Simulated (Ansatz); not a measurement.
MgPd, space group Pm-3m, a check of PAW against all-electron LAPW

Program: Ansatz 0.2.0 through its Python package.

`paw_lapw_mgpd.py`:
```python
"""Checking the PAW result for MgPd with LAPW."""

import logging
import sys

import ansatz as az
import numpy as np

logging.basicConfig(stream=sys.stdout, format="[%(levelname)s] %(message)s")
log = logging.getLogger("mgpd")
log.setLevel(logging.INFO)

KMESH = (10, 10, 10)
SMEARING = "cold"
SMEARING_WIDTH = 0.15


def count_gap(report):
    # lowest empty less highest filled band, counting bands; zero where they overlap
    return max(report.get("gap_by_band_count_ev") or 0.0, 0.0)

system = (
    az.Lattice.of((3.16, 0.0, 0.0), (0.0, 3.16, 0.0), (0.0, 0.0, 3.16))
    .atom("Mg", (0.0, 0.0, 0.0))
    .atom("Pd", (0.5, 0.5, 0.5))
)

calculation = (
    system.calculation()
    .functional(az.Functional.LDA)
    .kpoints(mesh=KMESH, center="gamma")
    .occupations(SMEARING, width=SMEARING_WIDTH)
    .stress()
    .forces()
    .band_table()
)
variants = {
    "PAW": calculation.pseudopotentials("paw"),
    "LAPW": calculation.pseudopotentials("all_electron", lapw=True),
}
# totals differ by the cores that each treatment holds, so compare what does not depend on them
rows = []
for label, variant in variants.items():
    data = variant.run(threads=1, pin="off").report
    levels = np.array(data["eigenvalues_ev"][0]) - data["fermi_energy_ev"]
    print(label, "levels at the first k-point near E_F:", np.round(levels[np.abs(levels) < 5], 3))
    rows.append((label, data["n_electrons"], np.trace(data["stress_gpa"]) / 3, count_gap(data)))
log.info("     treatment  electrons in bands           P GPa  gap by band count eV")
for row in rows:
    log.info(f"{str(row[0]):>14s}  {row[1]:18.1f}  {row[2]:14.3f}  {row[3]:20.3f}")
```

```console
$ python paw_lapw_mgpd.py
DeckWarning: basis.ecutwfc = 420 eV, auto-derived from the records' recommended cutoffs: set by Mg (normal level)
PAW levels at the first k-point near E_F: [-3.983 -3.983 -1.992 -1.992 -1.992]
LAPW levels at the first k-point near E_F: [-3.988 -3.988 -1.993 -1.993 -1.993]
[INFO]      treatment  electrons in bands           P GPa  gap by band count eV
[INFO]            PAW                28.0          -5.542                 0.000
[INFO]           LAPW                38.0          -5.528                 0.000
```
(Warnings from the package without file and line.)

PAW gives -5.542 GPa and LAPW -5.528 GPa, 0.015 GPa apart. They took 1.4 and 13.8 s of processor time.

Reading the output:
- No spin polarisation was allowed.
- A gap by band count of zero or less means overlapping bands, a metal.
- At these settings the cell as given stands under about -6 GPa, so it isn't at this functional's equilibrium volume.
- The structure is a deposited one; some such entries were measured under pressure or heat, so a shift against it needn't be the functional's error alone.
- Gaps and levels are Kohn-Sham values on a finite set of k-points, without spin-orbit coupling.
- Pressure is positive in compression; the treatments may keep other shells as core, so totals and counts of electrons can differ.
- Hardware and time: 16 s on 1 thread of Arm Neoverse V2, with other jobs on the host, peak memory 0.51 GiB.
